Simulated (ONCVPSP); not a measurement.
**An ONCV potential for V, from input to tests**

Task: generate the file, and judge it by its errors in other configurations, its logarithmic derivatives, its ghosts and its cutoff.

Method: ONCVPSP 4.0.1, PBE, scalar-relativistic.

### 1 The atom and the settings

Typed settings, in words:

| Item | Value |
| --- | --- |
| element | vanadium (V, Z = 23) |
| type | optimised norm-conserving Vanderbilt (ONCV) |
| frozen core | [Ne] |
| valence charge | 13 |
| reference configuration | 3s2 3p6 3d3 4s2 |
| partial waves | 3s+4s: rc 1.65 bohr, ncon 4, nbas 7, qcut 7.1 1/bohr, 2 projectors; 3p: rc 1.50 bohr, ncon 4, nbas 7, qcut 9.6 1/bohr, 2 projectors, debl 3 Ha; 3d: rc 1.20 bohr, ncon 4, nbas 8, qcut 10.2 1/bohr, 2 projectors, debl 0.4 Ha |
| local potential | polynomial inside 1.05 bohr (lpopt 2, dvloc0 4 Ha) |
| core correction | Teter function fitted to the true core (icmod 2), fcfact 0.2 |

An earlier all-electron run gives the scale for the radii.

All-electron outer shells of the reference configuration (PBE, scalar-relativistic, ld1.x):

```tsv
shell	level (eV)	outermost node (bohr)	outermost maximum (bohr)
2p	-503.16	–	0.21
3s	-70.24	0.38	0.82
3p	-44.04	0.35	0.84
3d	-5.16	–	0.90
4s	-4.70	1.17	2.76
4p	-1.44	1.30	3.63
```

### 2 Generation

V.dat

```
# ATOM AND REFERENCE CONFIGURATION
# atsym  z   nc   nv     iexc    psfile
  V 23.00    3    4        4      upf
#
#   n    l    f
    1    0    2.00
    2    0    2.00
    2    1    6.00
    3    0    2.00
    3    1    6.00
    3    2    3.00
    4    0    2.00
#
# PSEUDOPOTENTIAL AND OPTIMIZATION
# lmax
    2
#
#   l,   rc,      ep,       ncon, nbas, qcut
    0    1.65    0.00    4    7    7.10
    1    1.50    0.00    4    7    9.60
    2    1.20    0.00    4    8   10.20
#
# LOCAL POTENTIAL
# lloc, lpopt,  rc(5),   dvloc0
    4    2    1.05    4.00
#
# VANDERBILT-KLEINMAN-BYLANDER PROJECTORs
# l, nproj, debl
    0    2    3.90
    1    2    3.00
    2    2    0.40
#
# MODEL CORE CHARGE
# icmod, fcfact, rcfact
    2    0.20    0.70
#
# LOG DERIVATIVE ANALYSIS
# epsh1, epsh2, depsh
   -4.00    5.00    0.02
#
# OUTPUT GRID
# rlmax, drl
    6.00    0.01
#
# TEST CONFIGURATIONS
# ncnf
    4
# nvcnf
#   n    l    f
    4
    3    0    2.00
    3    1    6.00
    3    2    3.00
    4    0    1.00
#
    4
    3    0    2.00
    3    1    6.00
    3    2    3.00
    4    0    0.00
#
    4
    3    0    2.00
    3    1    6.00
    3    2    2.00
    4    0    0.00
#
    5
    3    0    2.00
    3    1    6.00
    3    2    3.00
    4    0    0.00
    4    1    2.00
#
```

Command:

```sh
oncvpsp.x < V.dat > V.out
```

**Question.** What will these runs give? Wanted: cutoffs for 1 and 0.1 mHa per electron, occupied waves; bound ghosts; GHOST(+) flags; largest test error; largest phase difference near zero energy, channels read; rms error of d²Exc/dn², without and with the model core.

As calculated:

| quantity | value |
| --- | --- |
| cutoffs for 1 and 0.1 mHa per electron, occupied waves | 48 Ha and 102 Ha |
| bound ghosts | none found |
| GHOST(+) flags | none at low energy |
| largest test error (AE − PS) | +5.6 meV, for 3s2 3p6 3d2 4s0 |
| largest phase difference near zero energy, channels read | 0.000 rad |
| rms error of d²Exc/dn², without and with the model core | 2.15 and 1.39 mHa |

The worst unpolarised test, 3s2 3p6 3d2 4s0, is off by 5.6 meV on 50.9 eV; by total energies transferability rates as good. The potential is hard: the looser tolerance needs 48 Ha. At the looser tolerance the 3d wave is the slowest; 3p needs 24 Ha. The program's ghost test flags no bound state. Near zero energy the phases of the channels with partial waves agree within 0.001 rad.
